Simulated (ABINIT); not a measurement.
# GaGe (F-43m) in ABINIT: a series of runs

The runs below take GaGe through single point, with PBEsol, LDA.

Everything below comes from runs of ABINIT 10.8.3 (patched build). Logs are shortened: lines on timing, memory, paths and dates and some standing lists are left out, and cuts for length are marked. The log counts tension as positive stress, the text compression.

### 1 Starting point

Symmetry: F-43m, No. 216, cubic system. The conventional cell has a = 5.796 Å, b = 5.796 Å, c = 5.796 Å, α = 90.00°, β = 90.00°, γ = 90.00°. Ge (site symmetry -43m) has 4 Ga at 2.51 Å as nearest neighbours. Ga (site symmetry -43m) is surrounded by 4 Ge at 2.51 Å.

The cell comes from a database or a generator and needn't be the stable form of this composition.

### 2 Single point, PBEsol

Input file run.abi:

```
pp_dirpath "./"
pseudos "Ge.upf, Ga.upf"

acell 3*1.0
rprim
     0.0000000000     5.4761315119     5.4761315119
     5.4761315119     0.0000000000     5.4761315119
     5.4761315119     5.4761315119     0.0000000000
ntypat 2
znucl 32 31
natom 2
typat 1 2
xcart
     0.0000000000     0.0000000000     0.0000000000
     2.7380657559     2.7380657559     2.7380657559

ecut 40.0

kptopt 1
ngkpt 6 6 6
nshiftk 1
shiftk 0.0 0.0 0.0

ixc -116133

nband 18
occopt 3
tsmear 0.05 eV

nstep 100
tolvrs 1.0e-10

iomode 3
prtwf 0
prtden 0
prteig 0
prtebands 0
enunit 2
prtvol 2
```

Potentials or basis: PseudoDojo NC SR PBEsol v0.4.1 standard.

Run with:

```sh
> abinit run.abi > log 2>&1
```

run.abo:

```text
.Version 10.8.3 of ABINIT
 Symmetries : space group F-4 3 m (#216); Bravais cF (face-center cubic)
================================================================================
 Values of the parameters that define the memory need of the present run
     intxc =       0    ionmov =       0      iscf =       7    lmnmax =       6
     lnmax =       6     mgfft =      48  mpssoang =       3    mqgrid =    3001
     natom =       2  nloc_mem =       1    nspden =       1   nspinor =       1
    nsppol =       1      nsym =      24    n1xccc =    2501    ntypat =       2
    occopt =       3   xclevel =       2
       mpw =        3984          nfft =      110592          nkpt =          16
================================================================================
================================================================================

--------------------------------------------------------------------------------
------------- Echo of variables that govern the present computation ------------
--------------------------------------------------------------------------------
 -outvars: echo values of preprocessed input variables --------
            acell      1.0000000000E+00  1.0000000000E+00  1.0000000000E+00 Bohr
              amu      7.26100000E+01  6.97230000E+01
             ecut      4.00000000E+01 Hartree
           enunit           2
              ixc     -116133
         kptrlatt        6    0    0      0    6    0      0    0    6
          kptrlen      4.64665167E+01
            natom           2
            nband          18
            ngfft          48      48      48
             nkpt          16
            nstep         100
             nsym          24
           ntypat           2
           occopt           3
           prtden           0
        prtebands           0
           prteig           0
           prtvol           2
            prtwf           0
            rprim      0.0000000000E+00  5.4761315119E+00  5.4761315119E+00
                       5.4761315119E+00  0.0000000000E+00  5.4761315119E+00
                       5.4761315119E+00  5.4761315119E+00  0.0000000000E+00
          spgroup         216
           tolvrs      1.00000000E-10
           tsmear      1.83746611E-03 Hartree
            typat      1  2
           xangst      0.0000000000E+00  0.0000000000E+00  0.0000000000E+00
                       1.4489219990E+00  1.4489219990E+00  1.4489219990E+00
            xcart      0.0000000000E+00  0.0000000000E+00  0.0000000000E+00
                       2.7380657560E+00  2.7380657560E+00  2.7380657560E+00
             xred      0.0000000000E+00  0.0000000000E+00  0.0000000000E+00
                       2.5000000000E-01  2.5000000000E-01  2.5000000000E-01
            znucl       32.00000   31.00000

================================================================================

 chkinp: Checking input parameters for consistency.

================================================================================
== DATASET  1 ==================================================================

--- !DatasetInfo
iteration_state: {dtset: 1, }
dimensions: {natom: 2, nkpt: 16, mband: 18, nsppol: 1, nspinor: 1, nspden: 1, mpw: 3984, }
cutoff_energies: {ecut:  40.0, pawecutdg:  -1.0, }
electrons: {nelect:   2.70000000E+01, charge:   0.00000000E+00, occopt:   3.00000000E+00, tsmear:   1.83746611E-03, }
meta: {optdriver: 0, ionmov: 0, optcell: 0, iscf: 7, paral_kgb: 0, }
...

 Real(R)+Recip(G) space primitive vectors, cartesian coordinates (Bohr,Bohr^-1):
 R(1)=  0.0000000  5.4761315  5.4761315  G(1)= -0.0913053  0.0913053  0.0913053
 R(2)=  5.4761315  0.0000000  5.4761315  G(2)=  0.0913053 -0.0913053  0.0913053
 R(3)=  5.4761315  5.4761315  0.0000000  G(3)=  0.0913053  0.0913053 -0.0913053
 Unit cell volume ucvol=  3.2843664E+02 bohr^3
 Angles (23,13,12)=  6.00000000E+01  6.00000000E+01  6.00000000E+01 degrees

 getcut: wavevector=  0.0000  0.0000  0.0000  ngfft=  48  48  48
         ecut(hartree)=     40.000   => boxcut(ratio)=   2.17699

--- Pseudopotential description ------------------------------------------------
- pspini: atom type   1  psp file is ./Ge.upf
12 -116133 2 -1 1560                          pspcod,pspxc,lmax,lloc,mmax
     nproj     2     2     2

- pspini: atom type   2  psp file is ./Ga.upf
12 -116133 2 -1 1902                          pspcod,pspxc,lmax,lloc,mmax
     nproj     2     2     2

   1.49518448E+03                                ecore*ucvol(ha*bohr**3)
--------------------------------------------------------------------------------

================================================================================

--- !BeginCycle
iteration_state: {dtset: 1, }
solver: {iscf: 7, nstep: 100, nline: 4, wfoptalg: 0, }
tolerances: {tolvrs: 1.00E-10, }
...

     iter   Etot(hartree)      deltaE(h)  residm     vres2
 ETOT  1  -163.03706427367    -1.630E+02 8.858E-01 1.166E+03
 ETOT  2  -165.35568678245    -2.319E+00 1.229E-01 1.516E+03
 ETOT  3  -165.50801747162    -1.523E-01 9.857E-03 2.837E+02
[... 109 lines left out ...]
  8.94E-17 4.39E-17 2.25E-16 1.51E-16 6.27E-16 2.60E-16 1.01E-15 5.54E-16
  1.42E-15 4.96E-11
  -0.3333  0.3333  0.1667    1  4.39488E-10 kpt; spin; max resid(k); each band:
  4.60E-17 7.21E-17 1.04E-17 2.89E-17 1.93E-17 1.27E-16 7.55E-17 7.29E-17
  9.36E-17 5.53E-17 1.38E-16 2.50E-16 7.97E-16 5.01E-16 5.22E-16 1.96E-15
  4.29E-12 4.39E-10
  -0.3333  0.5000  0.1667    1  8.34441E-15 kpt; spin; max resid(k); each band:
  6.07E-17 6.37E-17 6.85E-18 2.84E-17 2.07E-17 1.28E-16 6.69E-17 6.22E-17
  9.85E-17 5.16E-17 1.06E-16 1.93E-16 7.96E-16 3.84E-16 4.28E-16 8.14E-16
  4.20E-16 8.34E-15
 reduced coordinates (array xred) for    2 atoms
       0.000000000000      0.000000000000      0.000000000000
       0.250000000000      0.250000000000      0.250000000000
 rms dE/dt=  0.0000E+00; max dE/dt=  0.0000E+00; dE/dt below (all hartree)
    1       0.000000000000      0.000000000000      0.000000000000
    2       0.000000000000      0.000000000000      0.000000000000

 cartesian coordinates (angstrom) at end:
    1      0.00000000000000     0.00000000000000     0.00000000000000
    2      1.44892199901967     1.44892199901967     1.44892199901967

 cartesian forces (hartree/bohr) at end:
    1     -0.00000000000000    -0.00000000000000    -0.00000000000000
    2     -0.00000000000000    -0.00000000000000    -0.00000000000000
 frms,max,avg= 0.0000000E+00 0.0000000E+00   0.000E+00  0.000E+00  0.000E+00 h/b

 cartesian forces (eV/Angstrom) at end:
    1     -0.00000000000000    -0.00000000000000    -0.00000000000000
    2     -0.00000000000000    -0.00000000000000    -0.00000000000000
 frms,max,avg= 0.0000000E+00 0.0000000E+00   0.000E+00  0.000E+00  0.000E+00 e/A
 length scales=  1.000000000000  1.000000000000  1.000000000000 bohr
              =  0.529177210544  0.529177210544  0.529177210544 angstroms
 Fermi (or HOMO) energy (hartree) =   0.08868   Average Vxc (hartree)=  -0.36089
 Eigenvalues (hartree) for nkpt=  16  k points:
 kpt#   1, nband= 18, wtk=  0.00463, kpt=  0.0000  0.0000  0.0000 (reduced coord)
  -0.78823   -0.78823   -0.78823   -0.78749   -0.78749   -0.43356   -0.43356   -0.43356
  -0.43130   -0.43130   -0.29504    0.15475    0.15475    0.15475    0.16697    0.25249
   0.25249    0.25249
      occupation numbers for kpt#   1
   2.00000    2.00000    2.00000    2.00000    2.00000    2.00000    2.00000    2.00000
   2.00000    2.00000    2.00000    0.00000    0.00000    0.00000    0.00000    0.00000
   0.00000    0.00000
 kpt#   2, nband= 18, wtk=  0.03704, kpt=  0.1667  0.0000  0.0000 (reduced coord)
  -0.78823   -0.78820   -0.78820   -0.78748   -0.78748   -0.43381   -0.43340   -0.43340
  -0.43131   -0.43131   -0.28317    0.04903    0.13728    0.13728    0.19469    0.27562
   0.27562    0.30262
      occupation numbers for kpt#   2
   2.00000    2.00000    2.00000    2.00000    2.00000    2.00000    2.00000    2.00000
   2.00000    2.00000    2.00000    2.00000    0.00000    0.00000    0.00000    0.00000
   0.00000    0.00000
 kpt#   3, nband= 18, wtk=  0.03704, kpt=  0.3333  0.0000  0.0000 (reduced coord)
[... 96 lines left out ...]
  -0.78821   -0.78816   -0.78806   -0.78749   -0.78742   -0.43485   -0.43278   -0.43249
  -0.43154   -0.43126   -0.19630   -0.10452    0.00684    0.05274    0.26273    0.27922
   0.35897    0.38057
      occupation numbers for kpt#  15
   2.00000    2.00000    2.00000    2.00000    2.00000    2.00000    2.00000    2.00000
   2.00000    2.00000    2.00000    2.00000    2.00000    2.00000    0.00000    0.00000
   0.00000    0.00000
 kpt#  16, nband= 18, wtk=  0.05556, kpt= -0.3333  0.5000  0.1667 (reduced coord)
  -0.78827   -0.78811   -0.78803   -0.78752   -0.78739   -0.43508   -0.43256   -0.43232
  -0.43172   -0.43117   -0.18172   -0.11713    0.01993    0.02299    0.24539    0.25021
   0.38432    0.38965
      occupation numbers for kpt#  16
   2.00000    2.00000    2.00000    2.00000    2.00000    2.00000    2.00000    2.00000
   2.00000    2.00000    2.00000    2.00000    2.00000    2.00000    0.00000    0.00000
   0.00000    0.00000
 Fermi (or HOMO) energy (eV) =   2.41319   Average Vxc (eV)=  -9.82044
 Eigenvalues (   eV  ) for nkpt=  16  k points:
 kpt#   1, nband= 18, wtk=  0.00463, kpt=  0.0000  0.0000  0.0000 (reduced coord)
 -21.44881  -21.44881  -21.44881  -21.42863  -21.42863  -11.79778  -11.79778  -11.79778
 -11.73628  -11.73628   -8.02837    4.21083    4.21083    4.21083    4.54344    6.87049
   6.87049    6.87049
 kpt#   2, nband= 18, wtk=  0.03704, kpt=  0.1667  0.0000  0.0000 (reduced coord)
 -21.44875  -21.44814  -21.44814  -21.42845  -21.42845  -11.80462  -11.79329  -11.79329
 -11.73662  -11.73662   -7.70544    1.33409    3.73551    3.73551    5.29773    7.50012
   7.50012    8.23483
 kpt#   3, nband= 18, wtk=  0.03704, kpt=  0.3333  0.0000  0.0000 (reduced coord)
 -21.44867  -21.44692  -21.44692  -21.42799  -21.42799  -11.81838  -11.78572  -11.78572
 -11.73585  -11.73585   -6.81926   -1.45250    3.13005    3.13005    4.75314    7.91862
   7.91862   10.71925
 kpt#   4, nband= 18, wtk=  0.01852, kpt=  0.5000  0.0000  0.0000 (reduced coord)
 -21.44865  -21.44636  -21.44636  -21.42770  -21.42770  -11.82530  -11.78287  -11.78287
 -11.73453  -11.73453   -6.06329   -2.86846    2.90395    2.90395    4.53567    7.83912
   7.83912   10.59982
 kpt#   5, nband= 18, wtk=  0.02778, kpt=  0.1667  0.1667  0.0000 (reduced coord)
[... 32 lines left out ...]
 -21.45213  -21.44335  -21.44335  -21.43049  -21.42521  -11.84713  -11.76084  -11.76084
 -11.75541  -11.72894   -5.00536   -3.30169    1.26292    1.26292    4.77743    4.89270
  13.51597   13.51597
 kpt#  14, nband= 18, wtk=  0.11111, kpt=  0.5000  0.3333  0.1667 (reduced coord)
 -21.44949  -21.44608  -21.44484  -21.42910  -21.42672  -11.83063  -11.77703  -11.77222
 -11.74428  -11.73323   -6.04908   -1.93000    0.63312    1.87184    6.86060    7.35138
   8.26845   11.14775
 kpt#  15, nband= 18, wtk=  0.11111, kpt= -0.3333  0.3333  0.1667 (reduced coord)
 -21.44835  -21.44696  -21.44417  -21.42880  -21.42683  -11.83279  -11.77665  -11.76860
 -11.74267  -11.73513   -5.34158   -2.84410    0.18602    1.43520    7.14919    7.59791
   9.76806   10.35586
 kpt#  16, nband= 18, wtk=  0.05556, kpt= -0.3333  0.5000  0.1667 (reduced coord)
 -21.45004  -21.44548  -21.44336  -21.42959  -21.42608  -11.83908  -11.77047  -11.76409
 -11.74765  -11.73283   -4.94482   -3.18715    0.54243    0.62569    6.67729    6.80848
  10.45776   10.60296
 Total charge density [el/Bohr^3]
)     Maximum=    2.0265E+00  at reduced coord.    0.1042    0.9375    0.9583
)Next maximum=    2.0265E+00  at reduced coord.    0.0000    0.9375    0.9583
)     Minimum=    5.5415E-05  at reduced coord.    0.2500    0.2500    0.2500
)Next minimum=    1.0619E-04  at reduced coord.    0.0000    0.0000    0.0000
   Integrated=    2.7000E+01

--- !EnergyTerms
iteration_state     : {dtset: 1, }
comment             : Components of total free energy in Hartree
kinetic             :  1.29464173398043E+02
hartree             :  5.33071032707628E+01
xc                  : -4.22457712820009E+01
Ewald energy        : -8.97248059999492E+01
psp_core            :  4.55242896454861E+00
local_psp           : -1.35730479889183E+02
non_local_psp       : -8.51617585272879E+01
internal            : -1.65539110065067E+02
'-kT*entropy'       : -5.02947399337805E-04
total_energy        : -1.65539613012466E+02
total_energy_eV     : -4.50456234869243E+03
band_energy         : -1.26502801855613E+01
...

 Cartesian components of stress tensor (hartree/bohr^3)
  sigma(1 1)=  8.34695506E-05  sigma(3 2)=  0.00000000E+00
  sigma(2 2)=  8.34695506E-05  sigma(3 1)=  0.00000000E+00
  sigma(3 3)=  8.34695506E-05  sigma(2 1)=  0.00000000E+00

-Cartesian components of stress tensor (GPa)         [Pressure= -2.4558E+00 GPa]
- sigma(1 1)=  2.45575896E+00  sigma(3 2)=  0.00000000E+00
- sigma(2 2)=  2.45575896E+00  sigma(3 1)=  0.00000000E+00
- sigma(3 3)=  2.45575896E+00  sigma(2 1)=  0.00000000E+00

== END DATASET(S) ==============================================================
================================================================================

 -outvars: echo values of variables after computation  --------
            acell      1.0000000000E+00  1.0000000000E+00  1.0000000000E+00 Bohr
           etotal     -1.6553961301E+02
            fcart     -0.0000000000E+00 -0.0000000000E+00 -0.0000000000E+00
                      -0.0000000000E+00 -0.0000000000E+00 -0.0000000000E+00
            rprim      0.0000000000E+00  5.4761315119E+00  5.4761315119E+00
                       5.4761315119E+00  0.0000000000E+00  5.4761315119E+00
                       5.4761315119E+00  5.4761315119E+00  0.0000000000E+00
           strten      8.3469550572E-05  8.3469550572E-05  8.3469550572E-05
                       0.0000000000E+00  0.0000000000E+00  0.0000000000E+00
           xangst      0.0000000000E+00  0.0000000000E+00  0.0000000000E+00
                       1.4489219990E+00  1.4489219990E+00  1.4489219990E+00
             xred      0.0000000000E+00  0.0000000000E+00  0.0000000000E+00
                       2.5000000000E-01  2.5000000000E-01  2.5000000000E-01
 Calculation completed.
```

It took 44 s on 1 thread of Arm Neoverse V2, shared host; peak memory 0.1 GiB.

What came out:

- Free energy: -4504.5623 eV
- Pressure: -2.5 GPa
- Band gap on the k mesh: none (metal or under the smearing width)
- Valence electrons inside the program's atomic spheres: Ge 11.52; Ga 10.82

### 3 Single point, LDA, spin-orbit coupling, no magnetisation

Input file run.abi:

```
pp_dirpath "./"
pseudos "Ge.hgh, Ga.hgh"

acell 7.7444194535 7.7444194535 7.7444194535
rprim
     0.0000000000     0.7071067812     0.7071067812
     0.7071067812     0.0000000000     0.7071067812
     0.7071067812     0.7071067812     0.0000000000
ntypat 2
znucl 32 31
natom 2
typat 1 2
xred
     0.0000000000     0.0000000000     0.0000000000
     0.2500000000     0.2500000000     0.2500000000

ecut 380.959407 eV

kptopt 1
ngkpt 6 6 6
nshiftk 1
shiftk 0.0 0.0 0.0

ixc 7

nband 16
occopt 3
tsmear 0.05 eV

nspinor 2
nspden 1
so_psp 2*1

nstep 100
tolvrs 1.0e-10

iomode 3
prtwf 0
prteig 0
prtebands 0
enunit 1
prtden 1
prtvha 1
prtvclmb 1
prtpot 1
```

Potentials or basis: HGH LDA.

Run with:

```sh
> abinit run.abi > log 2>&1
```

Wall time 12 s (1 thread of Arm Neoverse V2, shared host); peak memory 0.06 GiB.

Results (log left out):

```yaml
Free_energy: -169.7687 eV
Pressure: -5.9 GPa
Band_gap_on_the_k_mesh: none (metal or under the smearing width)
Valence_electrons_inside_the_program's_atomic_spheres: Ge 1.66; Ga 1.06
```

Levels at points of the mesh, in eV from the Fermi level:
```
           k point  band 5  band 6  band 7  band 8  band 9  band 10
(0.00, 0.00, 0.00)    1.83    1.83    1.83    1.83    2.13     2.13
(0.50, 0.00, 0.00)    0.39    0.39    0.56    0.56    2.14     2.14
(0.50, 0.50, 0.00)   -1.15   -1.15   -1.11   -1.11    2.42     2.42
```

Caveat: HGH potentials are hard and often keep d shells in the core, so these values are rough.
